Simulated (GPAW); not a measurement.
A run of GPAW 26.7.0 is set up as follows.

run.py

```python
from ase import Atoms
from ase.filters import FrechetCellFilter
from ase.io import write
from ase.optimize import BFGS
from gpaw import GPAW, PW, setup_paths

setup_paths.insert(0, '.')

atoms = Atoms(['In', 'In', 'Se', 'Se', 'Se', 'Se'],
              cell=[[3.894893, 0.0, 0.0],
                    [0.0, 3.894893, 0.0],
                    [0.0, 0.0, 9.626231]],
              scaled_positions=[[0.5, 0.0, 0.293532],
                                [0.0, 0.5, 0.706468],
                                [0.5, 0.5, 0.0],
                                [0.0, 0.0, 0.0],
                                [0.5, 0.0, 0.633788],
                                [0.0, 0.5, 0.366212]],
              pbc=True)

calc = GPAW(mode=PW(600),
            xc='PBEsol',
            kpts={'size': (5, 5, 2), 'gamma': True},
            occupations={'name': 'fermi-dirac', 'width': 0.05},
            nbands=42,
            convergence={'density': 1e-05, 'forces': 0.0001},
            maxiter=150,
            txt='gpaw.txt')
atoms.calc = calc
opt = BFGS(FrechetCellFilter(atoms), trajectory='relax.traj', logfile='-')
done = opt.run(fmax=0.02, steps=60)
calc.write('gs.gpw')
write('result.traj', atoms)
print('Converged:', done)
print('Cell:', atoms.cell.cellpar().round(4))
print('Volume:', round(atoms.get_volume(), 4))
print(atoms.get_scaled_positions().round(5))
```

Potentials or basis: PAW data sets generated in the run's folder for this functional, pw.

The run is started by

```sh
$ gpaw-setup -f PBEsol In Se
$ OMP_NUM_THREADS=1 python run.py
```

Predict the relaxed cell.

a = 3.838 Å, b = 3.838 Å, c = 9.223 Å, α = 90.00°, β = 90.00°, γ = 90.00°.

What does it give for the band gap on the k mesh?

None (metal or under the smearing width).

Final structure:
```
In Se
1.0
     3.83773    0.00000    0.00000
     0.00000    3.83773    0.00000
     0.00000    0.00000    9.22259
In Se
2 4
Direct
  0.50000 0.00000 0.29781
  0.00000 0.50000 0.70219
  0.50000 0.50000 0.00000
  0.00000 0.00000 0.00000
  0.50000 0.00000 0.62964
  0.00000 0.50000 0.37036
```

Caveat: later steps reuse the first step's grids.
